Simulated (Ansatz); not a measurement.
Crystal: LaSb.

```
La Sb
1.0
     0.00000    3.24500    3.24500
     3.24500    0.00000    3.24500
     3.24500    3.24500    0.00000
La Sb
1 1
Direct
  0.00000 0.00000 0.00000
  0.50000 0.50000 0.50000
```

* Program: Ansatz 0.2.0
* Task: relaxation of cell and atoms
* Functional: PBE
* Potentials or basis: Ansatz PAW
* Cutoff: 420 eV (not typed: the program's choice for these potentials)
* k mesh: 7 × 7 × 7
* Occupations: fermi-dirac, width 0.05 eV
* Spin: no spin polarisation

At the start: volume 34.17 Å³/atom.

Q: How do energy, volume and symmetry change on relaxing?

A: It ends after 4 steps and the volume is 35.15 Å³/atom (+2.9 %); space group Fm-3m (No. 225, to 0.05 Å).

Step by step:
| step | energy change (eV) | largest force (eV/Å) | volume (Å³) |
| --- | --- | --- | --- |
| 1 | 0.0000 | 0.0000 | 68.34 |
| 2 | -0.0050 | 0.0000 | 71.48 |
| 3 | -0.0086 | 0.0000 | 70.29 |
| 4 | -0.0087 | 0.0000 | 70.29 |

Final structure:
```xyz
2
Lattice="0.0000 3.2756 3.2756 3.2756 0.0000 3.2756 3.2756 3.2756 0.0000" Properties=species:S:1:pos:R:3 pbc="T T T"
La    0.0000    0.0000    0.0000
Sb    3.2756    3.2756    3.2756
```

Caveat: the plane-wave basis is chosen anew once the cell has moved, so the energies of steps on either side of that aren't comparable.
